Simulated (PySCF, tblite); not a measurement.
# C₄H₇F₃O₃: geometry, infrared bands and NMR shifts

What infrared bands and NMR shifts should C₄H₇F₃O₃ (`COC(F)(OC)OC(F)F`) show?

Computed with tblite 0.8.0 and PySCF 2.14.0, with density-fitted response routines of our own, on a single molecule in the gas phase. Atoms are numbered from 0 throughout.

## (1) The starting structure

17 atoms, charge 0, multiplicity 1; geometry from: force field or distance geometry start.

Bonds of the start (Å): C0–O1 1.41, O1–C2 1.39, C2–F3 1.38, C2–O4 1.39, O4–C5 1.38, C2–O6 1.40, O6–C7 1.41, C7–F8 1.38, C7–F9 1.38, C0–H10 1.11, C0–H11 1.12, C0–H12 1.10, C5–H13 1.10, C5–H14 1.13, C5–H15 1.09, C7–H16 1.12.

## (2) Optimising the geometry with GFN2-xTB

What the job is given:

```
{"job": {"kind": "relax", "xc": "GFN2-xTB", "basis": "xTB"}, "charge": 0, "multiplicity": 1}
C     -1.716300    -1.577100     0.511300
O     -1.214000    -0.278300     0.704900
C     -0.033900    -0.050500     0.000600
F     -0.131600    -0.394500    -1.331800
O      0.457800     1.231100     0.211600
C     -0.391700     2.259800    -0.155200
O      0.935500    -0.877900     0.586700
C      2.120800    -0.631000    -0.138600
F      3.128800    -0.114900     0.643700
F      2.441700    -1.826500    -0.737600
H     -2.651000    -1.702000     1.105100
H     -2.047800    -1.613500    -0.560100
H     -0.989900    -2.372700     0.724300
H     -1.338700     2.236900     0.406800
H      0.114900     3.222100     0.164000
H     -0.523500     2.373200    -1.234000
H      1.831900     0.127700    -0.911600
```

Command:

```
$ OMP_NUM_THREADS=1 python probes_run.py task.json out
```

This one command runs all jobs of the session in turn.

**Question.** This job is followed by: GFN2-xTB harmonic vibrations, gas phase; GIAO PBE0/pcSseg-1 NMR shielding, non-relativistic, gas phase. What will the session give for the following? strongest single infrared mode (GFN2-xTB); zero-point energy (GFN2-xTB); 13C shifts against TMS (PBE0/pcSseg-1, means over atoms taken as alike); 1H shifts against TMS (PBE0/pcSseg-1, means over atoms taken as alike); 17O shifts against H2O (PBE0/pcSseg-1, means over atoms taken as alike); 19F shifts against CFCl3 (PBE0/pcSseg-1, means over atoms taken as alike).

**Answer**, as computed:

| quantity | value |
| --- | --- |
| strongest single infrared mode (GFN2-xTB) | 1105 cm⁻¹, 416 km/mol |
| zero-point energy (GFN2-xTB) | 73.3 kcal/mol |
| 13C shifts against TMS (PBE0/pcSseg-1, means over atoms taken as alike) | 130.1, 121.3, 55.6 ppm |
| 1H shifts against TMS (PBE0/pcSseg-1, means over atoms taken as alike) | 6.75, 3.90 ppm |
| 17O shifts against H2O (PBE0/pcSseg-1, means over atoms taken as alike) | 184.6, 93.6 ppm |
| 19F shifts against CFCl3 (PBE0/pcSseg-1, means over atoms taken as alike) | -89.4, -102.7 ppm |

What this shows: Relaxing lowered the energy by 0.860 eV in 67 steps; the close pair that moved most is O1–C2, from 1.393 to 1.338 Å. All 45 modes are real, so the xTB geometry is a minimum. The strongest single mode, at 1105 cm⁻¹, is carried by O6, C7, C2. GFN2-xTB is a fitted tight-binding method: band positions and strengths are rough. Its intensities can rank the bands wrongly. H16 (hydrogen on an sp3 CH bonded to 2 F and O) lies farthest downfield among hydrogen, at 6.75 ppm; its carbon carries F and O, hence the downfield position. At PBE0/pcSseg-1: The widest tensor belongs to F3: span 235 ppm, with a paramagnetic part of -218 ppm.
